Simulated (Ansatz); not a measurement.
## Na3Cd, space group Fm-3m: a test of the smearing width, step by step

With Ansatz's Python interface.

Typed at the interpreter:
```pycon
>>> from dataclasses import dataclass
>>> import csv
>>> import ansatz as az
>>> @dataclass(frozen=True)
... class Settings:
...     functional: str = "r2scan"
...     k_density: float = 1.9
...
>>> settings = Settings()
>>> lattice = az.Lattice.of(
...     (0.0, 3.87624184, 3.87624184),
...     (3.87624184, 0.0, 3.87624184),
...     (3.87624184, 3.87624184, 0.0),
... )
>>> sites = [
...     ("Na", (0.25, 0.25, 0.25)),
...     ("Na", (0.75, 0.75, 0.75)),
...     ("Na", (0.5, 0.5, 0.5)),
...     ("Cd", (0.0, 0.0, 0.0)),
... ]
>>> cell = az.Crystal(lattice=lattice)
>>> for symbol, position in sites:
...     cell = cell.atom(symbol, position)
...
>>> base = (
...     cell.calculation()
...     .functional(settings.functional)
...     .pseudopotentials("nc")
...     .accuracy("low")  # preset for grids and thresholds
...     .kpoints(density=settings.k_density)  # sampling of the Brillouin zone
...     .scf(lower_state_search="off", self_checks="low")
... )
>>> rows = []
>>> for value in [0.3, 0.2, 0.1, 0.05]:
...     rep = base.occupations("gaussian", width=value).run(threads=1, pin="off").report
...     rows.append((value, rep["free_energy_ev"] / len(rep["lattice"]["sites"]), rep["n_iterations"], rep["n_kpoints"]))
...
DeckWarning: basis.ecutwfc = 1306.15 eV, auto-derived from the records' recommended cutoffs: set by Cd (normal level)
>>> with open("smear.csv", "w", newline="") as handle:
...     writer = csv.writer(handle)
...     writer.writerow(["width (eV)", "F/atom (eV)", "iterations", "k-points"])
...     writer.writerows([round(v, 5) if isinstance(v, float) else v for v in row] for row in rows)
...
44
>>> # the last row is the reference
>>> for row in rows[:-1]:
...     shift = 1000 * (row[1] - rows[-1][1])
...     print(f"{row[0]}: {shift:+.2f} meV/atom" + ("  (within 5 meV)" if abs(shift) < 5 else ""))
...
0.3: -11.59 meV/atom
0.2: -6.80 meV/atom
0.1: -2.25 meV/atom  (within 5 meV)
```

`smear.csv`, as written:
```csv
width (eV),F/atom (eV),iterations,k-points
0.3,-2090.74133,8,4
0.2,-2090.73654,8,4
0.1,-2090.732,8,4
0.05,-2090.72975,8,4
```

Going from 0.05 to 0.3 eV changes F by -11.6 meV an atom. The report's estimate for zero width moves by -5.3 meV, so the entropy term explains only part of the change.

Such functionals run on norm-conserving files made under PBE, which can move pressures by some GPa. The free energy holds a sizeable smearing term, which stands for no physical temperature. The narrowest width needs the finest mesh, so the last row is no converged reference. The structure comes from a database of computed cells and needn't be a stable or known phase. Warnings are shown shortened and without file and line. Finished in 12 s on 1 thread of Intel(R) Xeon(R) 6975P-C (Granite Rapids), with other jobs on the host, peak memory 0.69 GiB.

(Lines on the test bed's own set-up are left out of the output.)
